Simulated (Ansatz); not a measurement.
# Ca: the cost of one run

Program: Ansatz 0.2.0. Level of theory: DFT r2SCAN, scalar-relativistic, plane waves, PAW. These are calculated values, not measurements.

The COD cell was measured well above room temperature, so it is larger than a cold one.

## Step 1: The structure to begin with

The structure is cubic, space group Im-3m (No. 229). The conventional cell has a = 4.569 Å, b = 4.569 Å, c = 4.569 Å, α = 90.00°, β = 90.00°, γ = 90.00°. Ca (site symmetry m-3m) is surrounded by 8 Ca at 3.96 Å.

Structure file:

```cif
data_structure
_symmetry_space_group_name_H-M 'Im-3m'
_symmetry_Int_Tables_number 229
_cell_length_a 4.5694
_cell_length_b 4.5694
_cell_length_c 4.5694
_cell_angle_alpha 90.000
_cell_angle_beta 90.000
_cell_angle_gamma 90.000
_cell_volume 95.40
loop_
_atom_site_label
_atom_site_type_symbol
_atom_site_symmetry_multiplicity
_atom_site_Wyckoff_symbol
_atom_site_fract_x
_atom_site_fract_y
_atom_site_fract_z
_atom_site_occupancy
Ca1 Ca 2 a 0.00000 0.00000 0.00000 1
```

This is candidate A: bcc type (Im-3m, No. 229).

(A quick probe on a coarse mesh, which set the mesh and smearing, is not shown.)

## Step 3: Relaxing cell and atoms (candidate A)

File input.yaml:

```yaml
crystal:
  lattice:
    - [-2.2846774636, 2.2846774636, 2.2846774636]
    - [2.2846774636, -2.2846774636, 2.2846774636]
    - [2.2846774636, 2.2846774636, -2.2846774636]
  atoms:
    - { symbol: Ca, position: [0.0, 0.0, 0.0] }
basis:
  ecutwfc: 500
kpoints:
  mp_grid: { grid: [18, 18, 18] }
hamiltonian:
  xc: r2scan
scf:
  occupations: { method: gaussian, width: 0.1 }
output:
  forces: true
  stress: true
  eigenvalues: true
relax:
  adjacent_minimum: "off"
  f_tol: 0.01
  max_steps: 80
  cell: { stress_tol: 0.05 }
```

What time and memory should one allow on 1 thread of an x86-64 CPU, shared host?

About 61 s, with a peak of 0.67 GiB.
